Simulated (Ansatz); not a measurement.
# GeHCl: vertical ionisation energy

The task here is to estimate one member of a computed series from the others.

The runs use Ansatz 0.2.0, Gaussian basis; unrestricted cation, the program's frozen cores in correlated methods.

The runs, in order: UKS PBE-D4/def2-TZVPP; UKS r2SCAN-D4/def2-TZVPP; UKS PBE0-D4/def2-TZVPP; UKS B3LYP-D4/def2-TZVPP; UKS wB97X-V/def2-TZVPP; UKS wB97M-V/def2-TZVPP; UKS B2PLYP/def2-TZVPP; UHF-CCSD(T)/def2-TZVPP; UHF-MP2/def2-QZVPP; extrapolation to the limit; then −ε(HOMO) from the neutral's earlier runs with LDA (SPW92), PBE-D4, revPBE-D4, BLYP-D4, r2SCAN-D4, B97M-V, PBE0-D4, B3LYP-D4, r2SCANh-D4, r2SCAN0-D4, HSE06-D4, BHLYP-D4, CAM-B3LYP-D4, LC-ωPBE, ωB97X-V, ωB97M-V.

### The relaxed structure

All runs share one geometry, relaxed beforehand with PBE0-D4 in a triple-zeta def2 set.

SMILES `[Cl][GeH]`, 3 atoms, charge 0, spin multiplicity 1.

Atoms are counted from 1 here; the program's logs count them from 0.

Bond lengths: Cl1–Ge2 2.183 Å, Ge2–H3 1.600 Å. Angles: Cl1–Ge2–H3 93.7°.

The first run:

Contents of in.yaml:

```yaml
crystal:
  periodic: [false, false, false]
  atoms:
    - {symbol: Cl, position_ang: [1.196953, -0.889615, 0.550568]}
    - {symbol: Ge, position_ang: [-0.690993, -0.371669, -0.415190]}
    - {symbol: H, position_ang: [-0.516860, 1.196584, -0.148678]}
basis:
  gaussian: {orbitals: def2-TZVPP}
total_charge: 1
magnetization: {spin_polarized: true, initial_magnetization: 1}
hamiltonian: {xc: pbe, dispersion: d4}
```

The run is started by

```bash
> ansatz run in.yaml --threads 4 --pin off --events-out ev --progress --plain --max-ram 10444MiB
```

Among the steps run: Cation, UKS PBE-D4/def2-TZVPP; Cation, UKS r2SCAN-D4/def2-TZVPP; Cation, UKS PBE0-D4/def2-TZVPP; Cation, UKS B3LYP-D4/def2-TZVPP; Cation, UKS wB97X-V/def2-TZVPP; Cation, UKS wB97M-V/def2-TZVPP; Cation, UKS B2PLYP (frozen core)/def2-TZVPP; Cation, UHF-CCSD(T)/def2-TZVPP; Cation, UHF-MP2/def2-QZVPP.

One table of the session follows, with a row left open; its other results are not shown here.

It belongs to the step «Ionisation energies side by side». Orbital estimates, from the neutral's runs:

| functional | −ε(HOMO) (eV) |
| --- | --- |
| LDA (SPW92) | 6.16 |
| PBE-D4 | 6.05 |
| revPBE-D4 | 6.01 |
| BLYP-D4 | 5.94 |
| r2SCAN-D4 | 6.34 |
| B97M-V | 6.34 |
| PBE0-D4 | 7.16 |
| B3LYP-D4 | 6.99 |
| r2SCANh-D4 | 6.74 |
| r2SCAN0-D4 | 7.35 |
| HSE06-D4 | 6.77 |
| BHLYP-D4 | ? |
| CAM-B3LYP-D4 | 8.46 |
| LC-ωPBE | 9.74 |
| ωB97X-V | 9.41 |
| ωB97M-V | 9.27 |

Estimate the missing values for BHLYP-D4.

Worked estimate for «−ε(HOMO) (eV)». Against the share of exact exchange, BLYP-D4 (0, 5.94), B3LYP-D4 (0.2, 6.99) give a slope of 5.25 per unit share; at 0.5 the line stands at 8.56.

The run gave: −ε(HOMO) (eV): 8.16. In «−ε(HOMO) (eV)» the line misses by +0.40.
